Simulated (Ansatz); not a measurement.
**Bi2IBrO2: gaps at several levels of theory**

One table from this session's results is given with a row withheld; the runs are named, their logs left out.

Method: DFT PBEsol, scalar-relativistic, plane waves, PAW, in Ansatz 0.2.0.

That is the level of the relaxation; later steps name their own.

**The starting structure**

It takes space group Pmma (No. 51, orthorhombic). Conventional cell: a = 5.640 Å, b = 5.640 Å, c = 8.226 Å, α = 90.00°, β = 90.00°, γ = 90.00°. Bi (site symmetry mm2) is surrounded by 4 O at 2.36 Å and 2 I at 3.24 Å and 2 Br at 3.24 Å. I (site symmetry mm2) is surrounded by 4 Bi at 3.24 Å. Br (site symmetry mm2) is surrounded by 4 Bi at 3.24 Å. O (site symmetry 2) has 4 Bi at 2.36 Å as nearest neighbours.

Structure file:

```cif
data_structure
_symmetry_space_group_name_H-M 'P 1'
_symmetry_Int_Tables_number 1
_cell_length_a 5.6405
_cell_length_b 5.6405
_cell_length_c 8.2264
_cell_angle_alpha 90.000
_cell_angle_beta 90.000
_cell_angle_gamma 90.000
_cell_volume 261.72
loop_
_atom_site_label
_atom_site_type_symbol
_atom_site_fract_x
_atom_site_fract_y
_atom_site_fract_z
_atom_site_occupancy
Bi1 Bi 0.75000 0.25000 0.15400 1
Bi2 Bi 0.25000 0.75000 0.15400 1
Bi3 Bi 0.25000 0.25000 0.84600 1
Bi4 Bi 0.75000 0.75000 0.84600 1
I1 I 0.75000 0.25000 0.65300 1
Br1 Br 0.25000 0.75000 0.65300 1
I2 I 0.25000 0.25000 0.34700 1
Br2 Br 0.75000 0.75000 0.34700 1
O1 O 0.00000 0.00000 0.00000 1
O2 O 0.50000 0.50000 0.00000 1
O3 O 0.00000 0.50000 0.00000 1
O4 O 0.50000 0.00000 0.00000 1
```

The first run:

(A quick probe on a coarse mesh, which set the mesh and smearing, is not shown.)

Input file input.yaml:

```yaml
crystal:
  lattice:
    - [3.98843484, -3.98843484, 0.0]
    - [3.98843484, 3.98843484, 0.0]
    - [0.0, 0.0, 8.22640148]
  atoms:
    - { symbol: Bi, position: [0.75, 0.25, 0.154] }
    - { symbol: Bi, position: [0.25, 0.75, 0.154] }
    - { symbol: Bi, position: [0.25, 0.25, 0.846] }
    - { symbol: Bi, position: [0.75, 0.75, 0.846] }
    - { symbol: I, position: [0.75, 0.25, 0.653] }
    - { symbol: Br, position: [0.25, 0.75, 0.653] }
    - { symbol: I, position: [0.25, 0.25, 0.347] }
    - { symbol: Br, position: [0.75, 0.75, 0.347] }
    - { symbol: O, position: [0.0, 0.0, 0.0] }
    - { symbol: O, position: [0.5, 0.5, 0.0] }
    - { symbol: O, position: [0.0, 0.5, 0.0] }
    - { symbol: O, position: [0.5, 0.0, 0.0] }
basis:
  ecutwfc: 420
kpoints:
  mp_grid: { grid: [4, 4, 4] }
hamiltonian:
  xc: pbesol
scf:
  occupations: { method: gaussian, width: 0.1 }
output:
  forces: true
  stress: true
  eigenvalues: true
relax:
  adjacent_minimum: "off"
  f_tol: 0.05
  max_steps: 80
  cell: { stress_tol: 0.5 }
```

Launch:

```
> ansatz run input.yaml --threads 4 --pin off --max-ram 10240MiB --backend cpu --events-out ev --progress --plain --runs-dir out
```

Among the steps run: A loose first relaxation; Relaxing cell and atoms; Band edges over the whole zone; Levels with PBEsol; The run at PBEsol on the hybrid's mesh; The run at HSE06; Levels with PBEsol, spin-orbit coupling; Levels with r2SCAN.

One table of the session follows, with a row left open; its other results are not shown here.

```
                      level  gap (eV)  least direct gap (eV)
                     PBEsol      1.86                   2.16
PBEsol on the hybrid's mesh      1.86                   2.16
                      HSE06      2.76                   3.05
PBEsol, spin-orbit coupling         ?                      ?
                     r2SCAN      2.32                   2.61
```

**Question.** Estimate the row for PBEsol, spin-orbit coupling.

As computed: gap (eV): 1.43; least direct gap (eV): 1.67. In the column «gap (eV)» it is the lowest.

Gaps are by band count over the mesh and the named points; a gap of 0 means that the bands overlap or touch.

To keep in mind: One edge grew alone, across layers that this level holds without a dispersion term.
